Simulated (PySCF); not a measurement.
# H9NOSi3: the cost of one run

The runs use PySCF 2.14.0, with density-fitted response routines of our own; the level of theory stands in each step. All values are computed, except where a source is named. Atoms are numbered from 0 throughout.

## 1. The molecule as given

14 atoms, charge 0, multiplicity 1; geometry from: PBE0-D3(BJ)/def2-SVP.

Bonds of the start (Å): N0–Si1 1.75, Si1–Si2 2.36, Si1–Si3 2.34, Si3–O4 1.68, N0–H5 1.02, N0–H6 1.02, Si1–H7 1.50, Si2–H8 1.50, Si2–H9 1.50, Si2–H10 1.50, Si3–H11 1.50, Si3–H12 1.50, O4–H13 0.96.

## 2. Core-electron binding energies: SCAN, X2C

The job: settings as JSON, then the geometry in Å.

```
{"job": {"kind": "xps"}, "charge": 0, "multiplicity": 1}
N     -1.336577    -1.857327     0.116144
Si    -0.461928    -0.534649    -0.614114
Si    -1.241437     1.644653    -0.152202
Si     1.732585    -0.590126     0.203146
O      2.200674     1.018910     0.205467
H     -1.323329    -1.926957     1.128767
H     -2.270217    -2.058373    -0.228725
H     -0.500029    -0.736379    -2.097755
H     -2.705946     1.758902    -0.458268
H     -1.063600     1.958885     1.301150
H     -0.514122     2.671043    -0.961166
H      2.669836    -1.432734    -0.608963
H      1.738698    -1.160592     1.594055
H      3.066837     1.230088     0.565479
```

With the program's defaults for keys left out, this is: delta-SCF UKS SCAN, pcX-2 on the ionised atom, pcseg-1 elsewhere, spin-free X2C.

On the command line:

```bash
$ OMP_NUM_THREADS=1 python probes_run.py task.json out
```

The driver reads the jobs from task.json and runs them one after another.

Q: Estimate the wall time and peak memory of this first job on 1 thread of Arm Neoverse V1, shared host.

About 55 s, with a peak of 0.67 GiB.
